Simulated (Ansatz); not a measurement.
Run this with the Ansatz DFT code, driven from Python and show what comes out.

The script, `chclse_cas.py`:
```python
"""Static correlation in CHClSe: natural occupations of an active space."""

import ansatz
from ase import Atoms

BASIS_SET = "def2-SVP"

atoms = Atoms(["Cl", "C", "Se", "H"], positions=[
    [1.329, -0.0569, -0.9731],
    [-0.0068, -0.0996, 0.2059],
    [-1.5204, 0.6494, -0.4177],
    [0.2537, -0.5531, 1.1646],
])
geometry = ansatz.Crystal.molecule_from_ase(atoms)

setup = (
    geometry.calculation()
    .basis(gaussian=BASIS_SET)  # the orbital basis, by name
    .correlation(active_electrons=2, active_orbitals=3)  # correlation on top of the mean field
)
for method in [None]:
    summary = (setup if method is None else setup.correlation(method)).run(threads=1).report
    space = summary["configurations"]
    state = space["states"][0]
    print(method or "casscf", f"total {summary['free_energy_ev'] / 27.211386246:.6f} Ha, active-space state {state['energy']['hartree']:.6f} Ha, mean field {summary['reference_energy_ev'] / 27.211386246:.6f} Ha")
    print("  determinants", state["n_determinants"], " natural occupations", [round(n, 3) for n in space["natural_occupations"]])
print("effectively unpaired electrons, sum of min(n, 2 - n):", round(sum(min(n, 2 - n) for n in space["natural_occupations"]), 3))
```

```console
$ python chclse_cas.py
casscf total -2897.295284 Ha, active-space state -2897.295284 Ha, mean field -2897.260780 Ha
  determinants 9  natural occupations [1.843, 0.155, 0.003]
effectively unpaired electrons, sum of min(n, 2 - n): 0.315
```

What to keep in mind:
- Total energies depend on the basis set; only differences at equal settings carry meaning.
- The geometry is a force-field or estimated start, not a minimum of this method, and the basis set is short of its limit. The active space starts as a window about the frontier orbitals and is then optimised, not chosen by chemistry.
- Timing: 3.8 s on 1 thread of Arm Neoverse V2, with other jobs on the host, peak memory 0.24 GiB.
